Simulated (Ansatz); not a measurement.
# F₂H₂OSi + H₂S: a complex and its separated parts

The complex below is one end of an elementary step. How strongly is it bound against its free parts?

The runs use Ansatz 0.2.0, Gaussian basis; PBE0-D4/def2-TZVP structures, single points in def2-TZVPP, no counterpoise correction.

Levels: SPW92, PBE-D4, BLYP-D4, r2SCAN-D4, B97M-V, PBE0-D4, B3LYP-D4, r2SCAN0-D4, BHLYP-D4, CAM-B3LYP-D4, wB97X-V, wB97M-V, B2PLYP, PBE-QIDH, RPA on PBE, Hartree-Fock, MP2, CCSD, CCSD(T).

Cores are frozen in the correlated methods. B3LYP uses VWN-RPA correlation. B2PLYP carries no dispersion term here.

94 further runs of the same task are left out: 94 set aside as unsound or not needed.

## Step 1: The starting structure

The complex: 9 atoms, charge 0, spin multiplicity 1.

Atoms are counted from 1 here; the program's logs count them from 0.

Bond lengths: Si1–F3 1.586 Å, Si1–F4 1.582 Å, Si1–H5 1.461 Å, Si1–O7 1.622 Å, S2–H6 1.343 Å, S2–H8 1.342 Å, O7–H9 0.959 Å. Angles: F3–Si1–F4 105.6°, F3–Si1–H5 110.4°, F3–Si1–O7 109.7°, F4–Si1–H5 110.6°, F4–Si1–O7 111.1°, H5–Si1–O7 109.5°, H6–S2–H8 92.3°, Si1–O7–H9 119.4°.

Coordinates:

```xyz
9

Si   -0.51448    1.06057   -0.50190
S     1.72534   -1.28675    1.51559
F    -1.54097    1.98504   -1.28053
F     0.92139    1.55171   -0.94718
H    -0.68592    1.21306    0.94046
H     0.87601   -1.65379    0.54258
O    -0.75399   -0.48974   -0.91343
H     0.87094   -1.66410    2.47859
H    -0.89812   -0.71610   -1.83409
```

Its parts: F₂H₂OSi holds atoms 1, 3, 4, 5, 7, 9; H₂S holds atoms 2, 6, 8. Each part counts its atoms afresh in its own runs.

## Step 2: Relaxing F₂H₂OSi alone

Contents of relax-a/in.yaml:

```yaml
crystal:
  periodic: [false, false, false]
  atoms:
    - {symbol: Si, position_ang: [-0.514480, 1.060568, -0.501904]}
    - {symbol: F, position_ang: [-1.540966, 1.985042, -1.280530]}
    - {symbol: F, position_ang: [0.921394, 1.551708, -0.947179]}
    - {symbol: H, position_ang: [-0.685923, 1.213059, 0.940464]}
    - {symbol: O, position_ang: [-0.753993, -0.489742, -0.913429]}
    - {symbol: H, position_ang: [-0.898121, -0.716096, -1.834092]}
basis:
  gaussian: {orbitals: def2-TZVP}
hamiltonian: {xc: pbe0, dispersion: d4}
relax: {f_tol: 0.005, max_steps: 200}
```

Run with:

```sh
$ ansatz run in.yaml --threads 4 --pin off --events-out ev --progress --plain --max-ram 9574MiB
```

After this run come: Relaxing H₂S alone; SPW92/def2-TZVPP; PBE-D4/def2-TZVPP; BLYP-D4/def2-TZVPP; r2SCAN-D4/def2-TZVPP; B97M-V/def2-TZVPP; PBE0-D4/def2-TZVPP; B3LYP-D4/def2-TZVPP; r2SCAN0-D4/def2-TZVPP; BHLYP-D4/def2-TZVPP; CAM-B3LYP-D4/def2-TZVPP; wB97X-V/def2-TZVPP; wB97M-V/def2-TZVPP; B2PLYP/def2-TZVPP; PBE-QIDH/def2-TZVPP; RPA on PBE/def2-TZVPP; CCSD(T)/def2-TZVPP; Vibrations of F₂H₂OSi; Vibrations of H₂S.

Q: Predict the outcome of this session. Wanted: complex less parts, CCSD(T)/def2-TZVPP; with zero-point energy; largest T1 diagnostic.

The runs gave:

| quantity | value |
| --- | --- |
| complex less parts, CCSD(T)/def2-TZVPP | -0.074 eV |
| with zero-point energy | -0.038 eV |
| largest T1 diagnostic | 0.011 |

What this shows: At CCSD(T) the complex lies 0.074 eV below its parts. PBE-QIDH is the best functional here (+0.012 eV from CCSD(T)); SPW92 is the worst (-0.085 eV). Mean unsigned error by rung: LDA 0.085, GGA 0.042, meta-GGA 0.019, hybrid 0.032, range-separated hybrid 0.023, double hybrid 0.022 eV. PBE-D4 gives a relative energy 0.044 eV too low, an error of 60 % of the reference. No counterpoise was applied, and triple zeta lacks some correlation, so the CCSD(T) reference has a basis error of its own, and close matches with it are partly luck.
